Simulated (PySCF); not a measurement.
**C2H2FGe (SMILES C#[C][GeH][F]) at UB3LYP/cc-pVDZ**

Aim: the energy change on altering one bond length of C2H2FGe at UB3LYP/cc-pVDZ, from 2 runs. The job is set up through a Python script.

The calculation is run with PySCF 2.14.0.

2 further runs of the same task are left out: 2 set aside as unsound or not needed.

### Step 1. Starting point

C2H2FGe: 6 atoms, total charge 0, spin state doublet. As SMILES, `C#[C][GeH][F]`. The shape is that of a PBE0-D4/def2-TZVP optimisation.

Bond lengths: C1–C2 1.208 Å, C2–Ge3 1.890 Å, Ge3–F4 1.742 Å, C1–H5 1.066 Å, Ge3–H6 1.546 Å. Angles: C1–C2–Ge3 172.4°, C2–Ge3–F4 106.6°, C2–C1–H5 178.7°, C2–Ge3–H6 112.0°, F4–Ge3–H6 106.4°.

### Step 2. A single-point energy at UB3LYP/cc-pVDZ

Input file run.py:

```python
# C#[C][GeH][F]
from pyscf import gto, dft

molecule = gto.Mole()
molecule.atom = '''
C     -0.259200     0.074500    -1.769000
C      0.006200     0.034600    -0.591400
Ge     0.661100    -0.021100     1.180400
F     -0.021800    -1.442400     1.919600
H     -0.516900     0.107000    -2.803300
H      0.172500     1.183400     2.017600
'''
molecule.verbose = 3
molecule.spin = 1
molecule.basis = 'cc-pvdz'
molecule.max_memory = 1860
molecule.build()

myscf = dft.UKS(molecule, xc='b3lyp')
myscf.conv_tol = 1e-10
myscf.grids.level = 5
myscf.kernel()
if not myscf.converged:
    myscf = myscf.newton().run(myscf.mo_coeff, myscf.mo_occ)

energy = myscf.e_tot
print(f'total energy: {energy:.8f} hartree')
```

Run with:

```sh
OMP_NUM_THREADS=1 python run.py
```

Output:

```text
WARN: HOMO -0.189185770492979 >= LUMO -0.189185770492978

converged SCF energy = -2254.19861028754  <S^2> = 0.75298945  2S+1 = 2.0029872
total energy: -2254.19861029 hartree
```

Run time: 35 s. Hardware: 1 thread of Arm Neoverse V2, shared host; peak memory 0.43 GiB.

### Step 3. The distorted shape, same level

Input file mol.xyz:

```xyz
6

C     -0.112633    -0.286817    -2.020137
C      0.152767    -0.326717    -0.842537
Ge     0.807667    -0.382417     0.929263
F      0.124767    -1.803717     1.668463
H     -0.370333    -0.254317    -3.054437
H      0.172500     1.183400     2.017600
```

Input file run.py:

```python
from pyscf import gto, dft

mol = gto.M(
    atom='mol.xyz',
    verbose=3,
    spin=1,
    basis='cc-pvdz',
    max_memory=1860,
)

calc0 = dft.UKS(mol, xc='b3lyp')
calc0.grids.level = 5
calc0.conv_tol = 1e-10
calc0.kernel()
if not calc0.converged:
    calc0 = calc0.newton().run(calc0.mo_coeff, calc0.mo_occ)

e_final = calc0.e_tot
print(f'total energy: {e_final:.8f} hartree')
```

Run with:

```sh
OMP_NUM_THREADS=1 python run.py
```

Output:

```text
WARN: HOMO -0.195370113802918 >= LUMO -0.195370113802916

converged SCF energy = -2254.1701903324  <S^2> = 0.76295299  2S+1 = 2.0129113
total energy: -2254.17019033 hartree
```

Wall time 37 s (1 thread of Arm Neoverse V2, shared host); peak memory 0.43 GiB.

### Step 4. What came out

Level: UB3LYP/cc-pVDZ.

| quantity | value |
| --- | --- |
| first shape: total energy | -2254.19861 Eh |
| first shape: dipole moment | 2.19 D |
| first shape: HOMO energy (highest over α and β) | -6.34 eV |
| first shape: LUMO energy (lowest over α and β) | -3.67 eV |
| first shape: ⟨S²⟩ | 0.753 |
| distorted shape: total energy | -2254.17019 Eh |
| distorted shape: dipole moment | 2.31 D |
| distorted shape: HOMO energy (highest over α and β) | -6.58 eV |
| distorted shape: LUMO energy (lowest over α and β) | -3.98 eV |
| distorted shape: ⟨S²⟩ | 0.763 |
| energy change with the Ge3–H6 bond stretched from 1.546 to 2.010 Å | 0.773 eV |

In words: With the Ge3–H6 bond stretched from 1.546 to 2.010 Å the energy rises by 0.77 eV (74.6 kJ/mol). The first shape isn't relaxed at this level, so the change isn't measured from a minimum.
